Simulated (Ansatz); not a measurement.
# C2H9FSiSn: the cost of one run

Program: Ansatz 0.2.0. Level of theory: RKS BLYP-D4/def2-SVP. These are calculated values, not measurements.

## Step 1: Starting point

Bond lengths: C1–C2 1.474 Å, C2–Sn3 2.128 Å, C2–Si4 1.905 Å, Si4–F5 1.612 Å, C1–H6 1.134 Å, C1–H7 1.156 Å, C1–H8 1.065 Å, C2–H9 1.075 Å, Sn3–H10 1.729 Å, Sn3–H11 1.778 Å, Sn3–H12 1.754 Å, Si4–H13 1.522 Å, Si4–H14 1.490 Å. Angles (14 of 24 angles, heavy atoms first): C1–C2–Sn3 107.8°, C1–C2–Si4 114.5°, Sn3–C2–Si4 108.8°, C2–Si4–F5 111.2°, C1–C2–H9 110.9°, Sn3–C2–H9 108.8°, Si4–C2–H9 105.9°, C2–C1–H6 112.4°, C2–C1–H7 109.0°, C2–C1–H8 112.6°, C2–Sn3–H10 111.1°, C2–Sn3–H11 109.3°, C2–Sn3–H12 110.2°, C2–Si4–H13 106.3°.

As a file:

```xyz
14

C    -1.3747   -0.1478   -0.7940
C     0.0755   -0.0180   -0.5674
Sn    0.6597   -1.5397    0.8001
Si    0.6196    1.6714    0.1258
F     2.2188    1.7327    0.3220
H    -1.9787    0.0523    0.1451
H    -1.7161    0.6764   -1.5285
H    -1.6388   -1.0821   -1.2314
H     0.6205   -0.1484   -1.4843
H     0.2807   -3.1102    0.1844
H     2.4121   -1.4339    1.0813
H    -0.1154   -1.2895    2.3540
H    -0.1711    1.8825    1.4092
H     0.0950    2.7252   -0.7875
```

## Step 2: End point A

input.yaml reads:

```yaml
crystal:
  periodic: [false, false, false]
  atoms:
    - { symbol: C, position_ang: [-1.3747, -0.1478, -0.794] }
    - { symbol: C, position_ang: [0.0755, -0.018, -0.5674] }
    - { symbol: Sn, position_ang: [0.6597, -1.5397, 0.8001] }
    - { symbol: Si, position_ang: [0.6196, 1.6714, 0.1258] }
    - { symbol: F, position_ang: [2.2188, 1.7327, 0.322] }
    - { symbol: H, position_ang: [-1.9787, 0.0523, 0.1451] }
    - { symbol: H, position_ang: [-1.7161, 0.6764, -1.5285] }
    - { symbol: H, position_ang: [-1.6388, -1.0821, -1.2314] }
    - { symbol: H, position_ang: [0.6205, -0.1484, -1.4843] }
    - { symbol: H, position_ang: [0.2807, -3.1102, 0.1844] }
    - { symbol: H, position_ang: [2.4121, -1.4339, 1.0813] }
    - { symbol: H, position_ang: [-0.1154, -1.2895, 2.354] }
    - { symbol: H, position_ang: [-0.1711, 1.8825, 1.4092] }
    - { symbol: H, position_ang: [0.095, 2.7252, -0.7875] }
basis:
  gaussian: { orbitals: def2-SVP }
hamiltonian:
  xc: blyp
  dispersion: d4
relax:
  f_tol: 0.015
  max_steps: 40
```

Run with:

```console
$ ansatz run input.yaml --threads 2 --pin off --max-ram 3072MiB --backend cpu --events-out ev --progress --plain --runs-dir out
```

Q: Estimate wall time and peak memory on 2 threads of INTEL XEON PLATINUM 8581C at 2.10GHz (Emerald Rapids), shared host.

About 42 s, with a peak of 0.2 GiB.
